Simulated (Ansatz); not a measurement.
# Si2N: the cost of one run

Program: Ansatz 0.2.0. Level of theory: DFT PBE, scalar-relativistic, plane waves, PAW. These are calculated values, not measurements.

### Step 1. The structure to begin with

Symmetry: Cmmm, No. 65, orthorhombic system. Conventional cell: a = 4.296 Å, b = 7.429 Å, c = 2.620 Å, α = 90.00°, β = 90.00°, γ = 90.00°. Si (site symmetry m2m) has 2 N at 1.87 Å as nearest neighbours. N (site symmetry mmm) is surrounded by 4 Si at 1.87 Å.

As a file:

```cif
data_structure
_symmetry_space_group_name_H-M 'Cmmm'
_symmetry_Int_Tables_number 65
_cell_length_a 4.2958
_cell_length_b 7.4294
_cell_length_c 2.6200
_cell_angle_alpha 90.000
_cell_angle_beta 90.000
_cell_angle_gamma 90.000
_cell_volume 83.62
loop_
_atom_site_label
_atom_site_type_symbol
_atom_site_symmetry_multiplicity
_atom_site_Wyckoff_symbol
_atom_site_fract_x
_atom_site_fract_y
_atom_site_fract_z
_atom_site_occupancy
Si1 Si 4 j 0.50000 0.17921 0.50000 1
N1 N 2 b 0.50000 0.00000 0.00000 1
```

The cell was relaxed beforehand at this level, starting from a generated guess, and another structure or a mixture of phases may lie lower. At a tolerance of 0.05 Å it has space group Cmmm (No. 65); it has 13.94 Å³/atom, an uncorrected energy of +0.10 eV/atom over the elements.

### Step 2. Electronic structure at the relaxed geometry

input.yaml

```yaml
crystal:
  lattice:
    - [2.1478793893, -3.7146916365, 0.0]
    - [2.1478793893, 3.7146916365, 0.0]
    - [0.0, 0.0, 2.6199760071]
  atoms:
    - { symbol: Si, position: [0.320785722, 0.679214278, 0.5] }
    - { symbol: Si, position: [0.679214278, 0.320785722, 0.5] }
    - { symbol: "N", position: [0.5, 0.5, 0.0] }
basis:
  ecutwfc: 420
kpoints:
  mp_grid: { grid: [12, 12, 18] }
  band_path:
    path:
      - [[0.0, 0.0, 0.0], [-0.5, 0.5, 0.0], [-0.33358229, 0.66641771, 0.0]]
      - [[0.33358229, 0.33358229, 0.0], [0.0, 0.0, 0.0], [0.0, 0.0, 0.5], [0.33358229, 0.33358229, 0.5]]
      - [[-0.33358229, 0.66641771, 0.5], [-0.5, 0.5, 0.5], [-0.5, 0.5, 0.0]]
      - [[0.0, 0.0, 0.0], [0.0, 0.5, 0.0], [0.0, 0.5, 0.5], [0.0, 0.0, 0.5], [-0.5, 0.5, 0.5]]
    npoints: 14
hamiltonian:
  xc: pbe
scf:
  occupations: { method: gaussian, width: 0.1 }
  n_extra_bands: 7
output:
  forces: true
  stress: true
  eigenvalues: true
  populations: true
  dos: { projected: true, de: 0.02, nscf_kmesh: { grid: [15, 15, 22] } }
  bader: true
  write_density: true
  write_potential: true
  elf: true
  volumetric_format: npy
```

Command:

```bash
> ansatz run input.yaml --threads 1 --pin off --max-ram 2560MiB --backend cpu --events-out ev --progress --plain --runs-dir out
```

**Question.** How long does this run take on 1 thread of Arm Neoverse V1, shared host, and how much memory does it need?

About 74 s, with a peak of 0.54 GiB.
